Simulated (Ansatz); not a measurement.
# YMn2 (Fd-3m): equation of state

The task here is to estimate one member of a computed series from the others.

Computed with Ansatz 0.2.0 (DFT PBE, scalar-relativistic, plane waves, PAW, unless a step's input says otherwise).

Spin polarisation is switched off on purpose; where the compound carries moments, volume, stiffness and gap are then not the real material's.

**Starting point**

It takes space group Fd-3m (No. 227, cubic). Conventional cell: a = 7.219 Å, b = 7.219 Å, c = 7.219 Å, α = 90.00°, β = 90.00°, γ = 90.00°. Y (site symmetry -43m) is surrounded by 12 Mn at 2.99 Å and 4 Y at 3.13 Å. Mn (site symmetry -3m) is surrounded by 6 Mn at 2.55 Å.

Structure file:

```
CELL_PARAMETERS angstrom
0.00000 3.60964 3.60964
3.60964 0.00000 3.60964
3.60964 3.60964 0.00000
ATOMIC_POSITIONS crystal
Y 0.00000 0.00000 0.00000
Y 0.25000 0.25000 0.25000
Mn 0.62500 0.62500 0.62500
Mn 0.12500 0.62500 0.62500
Mn 0.62500 0.62500 0.12500
Mn 0.62500 0.12500 0.62500
```

An earlier run at PBE left this cell at 15.677 Å³/atom and 0.08 GPa (10×10×10 mesh).

Volume factors to run: 0.980, 1.020, 0.960, 1.040.

The first run:

input.yaml reads:

```yaml
crystal:
  lattice:
    - [0.0, 3.585414126, 3.585414126]
    - [3.585414126, 0.0, 3.585414126]
    - [3.585414126, 3.585414126, 0.0]
  atoms:
    - { symbol: "Y", position: [0.0, 0.0, 0.0] }
    - { symbol: "Y", position: [0.25, 0.25, 0.25] }
    - { symbol: Mn, position: [0.625, 0.625, 0.625] }
    - { symbol: Mn, position: [0.125, 0.625, 0.625] }
    - { symbol: Mn, position: [0.625, 0.625, 0.125] }
    - { symbol: Mn, position: [0.625, 0.125, 0.625] }
basis:
  ecutwfc: 420
  ecutrho_ratio: 4
kpoints:
  mp_grid: { grid: [10, 10, 10] }
hamiltonian:
  xc: pbe
scf:
  occupations: { method: gaussian, width: 0.05 }
output:
  forces: true
  stress: true
  eigenvalues: true
```

Run with:

```
> ansatz run input.yaml --threads 1 --pin off --max-ram 2560MiB --backend cpu --events-out ev --progress --plain --runs-dir out
```

Among the steps run: At 0.980 of the relaxed volume; Scaling the volume by 1.020; At 0.960 of the relaxed volume; Volume × 1.040.

One of the session's tables, all rows but one given; the rest of the session is left out.

It belongs to the step «Energy and pressure against volume». 

```
volume (Å³/atom)  energy (meV/atom)  pressure (GPa)
          15.050              12.10            6.33
          15.364               3.00            3.04
          15.677               0.00            0.08
          15.991                  ?               ?
          16.304              10.04           -5.03
```

Estimate the missing values for volume (Å³/atom) = 15.991.

Worked estimate for «energy (meV/atom)». A straight line through the neighbours (15.677, 0.00) and (16.304, 10.04) gives 0.00 + (10.04 − 0.00) × (15.991 − 15.677) / (16.304 − 15.677) = 5.03; a parabola fitted to 3 rows on both sides gives 2.35.

As computed: energy (meV/atom): 2.52; pressure (GPa): -2.61. In «energy (meV/atom)» the line misses by +2.51 and the parabola by -0.17.
